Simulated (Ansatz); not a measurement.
Wanted: the native input for an Ansatz 0.2.0 run.

| Quantity | Value |
| --- | --- |
| Task | single point |
| Functional | PBE |
| Potentials or basis | Ansatz PAW |
| Cutoff | 420 eV (not typed: the program's choice for these potentials) |
| k mesh | 8 × 8 × 8 |
| Occupations | gaussian, width 0.017 eV |
| Spin | no spin polarisation |

The system is NbTe.

```
CELL_PARAMETERS angstrom
3.42570 0.00000 0.00000
0.00000 3.42570 0.00000
0.00000 0.00000 3.42570
ATOMIC_POSITIONS crystal
Nb 0.50000 0.50000 0.50000
Te 0.00000 0.00000 0.00000
```

The cell was built by a generator and needn't be a form met in nature.

One way to write it, as run:

input.yaml

```yaml
crystal:
  lattice:
    - [3.4257, 0.0, 0.0]
    - [0.0, 3.4257, 0.0]
    - [0.0, 0.0, 3.4257]
  atoms:
    - { symbol: Nb, position: [0.5, 0.5, 0.5] }
    - { symbol: Te, position: [0.0, 0.0, 0.0] }
hamiltonian:
  xc: pbe
  pseudopotentials: { kind: paw }
kpoints:
  mp_grid: { grid: [8, 8, 8] }
scf:
  occupations: { method: gaussian, width: 0.017 }
output:
  forces: true
  stress: true
  eigenvalues: true
```

Potentials or basis: Ansatz PAW.

Launch:

```sh
$ ansatz run input.yaml --threads 2 --pin off --max-ram 5632MiB --backend cpu --events-out ev --progress --plain --runs-dir out
```

It gave:

The pressure is -0.1 GPa and the band gap on the k mesh is none (metal or under the smearing width).

Wall time 1 s on 2 threads of Intel(R) Xeon(R) Processor @ 2.70GHz, on a shared host, peak memory 0.34 GiB.
